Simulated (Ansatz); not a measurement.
# LaP (Fm-3m): energy and pressure against volume

One table from this session's results is given with a row withheld; the runs are named, their logs left out.

Method: DFT PBEsol, scalar-relativistic, plane waves, PAW, in Ansatz 0.2.0.

## Starting point

Symmetry: Fm-3m, No. 225, cubic system. The conventional cell has a = 5.978 Å, b = 5.978 Å, c = 5.978 Å, α = 90.00°, β = 90.00°, γ = 90.00°. La (site symmetry m-3m) has 6 P at 2.99 Å as nearest neighbours. P (site symmetry m-3m) is surrounded by 6 La at 2.99 Å.

As a file:

```
CELL_PARAMETERS angstrom
0.00000 2.98924 2.98924
2.98924 0.00000 2.98924
2.98924 2.98924 0.00000
ATOMIC_POSITIONS crystal
La 0.00000 0.00000 0.00000
P 0.50000 0.50000 0.50000
```

This cell comes from an earlier session at PBEsol: 26.710 Å³/atom at 0.00 GPa, on a 10×10×10 mesh.

Set-up of the first run:

Contents of input.yaml:

```yaml
crystal:
  lattice:
    - [0.0, 2.9488356223, 2.9488356223]
    - [2.9488356223, 0.0, 2.9488356223]
    - [2.9488356223, 2.9488356223, 0.0]
  atoms:
    - { symbol: La, position: [0.0, 0.0, 0.0] }
    - { symbol: P, position: [0.5, 0.5, 0.5] }
basis:
  ecutwfc: 420
  ecutrho_ratio: 4
kpoints:
  mp_grid: { grid: [10, 10, 10] }
hamiltonian:
  xc: pbesol
scf:
  occupations: { method: gaussian, width: 0.05 }
output:
  forces: true
  stress: true
  eigenvalues: true
```

On the command line:

```
ansatz run input.yaml --threads 1 --pin off --max-ram 2560MiB --backend cpu --events-out ev --progress --plain --runs-dir out
```

Steps of the session up to this table: Volume × 0.96; Volume × 1.04; Volume × 0.92; Volume × 0.88; Volume × 0.84; Volume × 0.8.

One table of the session follows, with a row left open; its other results are not shown here.

It belongs to the step «The curve». 

```
volume (Å³/atom)  energy above the lowest (meV/atom)  pressure (GPa)
          21.368                               369.6            26.5
          22.437                               219.1            18.9
          23.505                               114.7            12.6
          24.574                                   ?               ?
          25.642                                11.1             3.4
          26.710                                 0.0             0.0
          27.779                                 9.6            -2.8
```

**Question.** Estimate the row for volume (Å³/atom) = 24.574.

Worked estimate for «energy above the lowest (meV/atom)». A straight line through the neighbours (23.505, 114.7) and (25.642, 11.1) gives 114.7 + (11.1 − 114.7) × (24.574 − 23.505) / (25.642 − 23.505) = 62.9; a parabola fitted to 4 rows on both sides gives 47.3.

As computed: energy above the lowest (meV/atom): 47.5; pressure (GPa): 7.6. In «energy above the lowest (meV/atom)» the line misses by +15.4 and the parabola by -0.2.

To keep in mind: Other structures may be lower in enthalpy at these pressures.
